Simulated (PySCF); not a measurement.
**[Ce(SH)3]−: other functionals and bases at one geometry**

One table from this session's results is given with a row withheld; the runs are named, their logs left out.

Program: PySCF 2.14.0. Level of theory: several levels, as the steps say, no spin–orbit coupling. These are calculated values, not measurements.

1 further run of the same task is left out (for a known fault of the program).

## Starting geometry

7 atoms, charge -1, spin multiplicity 1.

Bond lengths: Ce1–S2 2.926 Å, Ce1–S4 2.926 Å, Ce1–S6 2.926 Å, S2–H3 1.354 Å, S4–H5 1.354 Å, S6–H7 1.354 Å. Angles: S2–Ce1–S4 120.0°, S2–Ce1–S6 120.0°, S4–Ce1–S6 120.0°, Ce1–S2–H3 94.2°, Ce1–S4–H5 94.2°, Ce1–S6–H7 94.2°.

Geometry (Å):

```xyz
7
charge -1, multiplicity 1
Ce    0.0000    0.0000    0.6370
S     2.8817    0.5071    0.6565
H     3.2125   -0.8058    0.6869
S    -1.8800    2.2420    0.6565
H    -0.9084    3.1850    0.6869
S    -1.0017   -2.7492    0.6565
H    -2.3041   -2.3792    0.6869
```

Formal oxidation states: Ce +2. Each metal's 2 4f electrons lie in its core potential, so multiplicities, spins and levels count the valence alone. For divalent La, Ce, Gd or Lu the extra electron is normally 5d or 6s, so this core forces an excited configuration. An earlier session relaxed this geometry at PBE0, Ce lcecp-0-SVP with ECP48, S def2-SVP, H def2-SVP (singlet, point group C3).

At PBE0 on the finer grid: E = -1222.465872 Eh, frontier levels not given, since the 4f levels lie in the core, Mulliken charge on Ce1 +0.48 e, largest force component 0.005 eV/Å. 

Levels to run: CAM-B3LYP; r2SCAN; PBE0, TZVP. Hardware: 2 threads of Arm Neoverse V1, shared host.

Set-up of the first run:

run.py (the lines that set the calculation)

```python
mol = gto.M(atom='''
Ce     0.00000     0.00000     0.63695
S      2.88168     0.50712     0.65651
H      3.21251    -0.80578     0.68694
S     -1.88002     2.24204     0.65651
H     -0.90844     3.18501     0.68694
S     -1.00166    -2.74917     0.65651
H     -2.30408    -2.37923     0.68694''',
    basis={'Ce': 'lcecp-0-SVP', 'S': 'def2-SVP', 'H': 'def2-SVP'},
    ecp={'Ce': 'lcecp-0-SVP'},
    charge=-1, spin=0)
mf = dft.RKS(mol, xc='CAMB3LYP')
mf.grids.atom_grid = (75, 302)  # f atoms: unpruned, at least (60, 302)
mf = mf.density_fit()  # fitting sets: Ce AutoAux, S def2-universal-JKFIT, H def2-universal-JKFIT
mf.conv_tol = 1e-08; mf.max_cycle = 55
mf.kernel(dm0)  # dm0: the density of the relaxed state
```

Run with:

```sh
OMP_NUM_THREADS=2 python run.py
```

Steps of the session up to this table: CAM-B3LYP; r2SCAN; PBE0, TZVP.

One table of the session follows, with a row left open; its other results are not shown here.

| level | charge on Ce1 (e) | dipole (D) | largest force component (eV/Å) |
| --- | --- | --- | --- |
| PBE0 (relaxed here) | 0.48 | 0.09 | 0.01 |
| CAM-B3LYP | 0.45 | 0.10 | 0.07 |
| r2SCAN | ? | ? | ? |
| PBE0, TZVP | 0.99 | 0.11 | 0.24 |

Estimate the missing values for r2SCAN.

The run gave: charge on Ce1 (e): 0.47; dipole (D): 0.09; largest force component (eV/Å): 0.07. In the column «charge on Ce1 (e)» it lies between CAM-B3LYP (0.45) and PBE0 (relaxed here) (0.48).

The dipole of a charged species depends on the origin, so these sizes hold for this origin alone.

The largest leftover force, 0.24 eV/Å with PBE0, TZVP, stands at a geometry relaxed at another level. With 4f in the core, its levels are missing from HOMO and gap, and its count is fixed, so no charge can pass from the ligands into it. Total energies of different levels can't be compared.
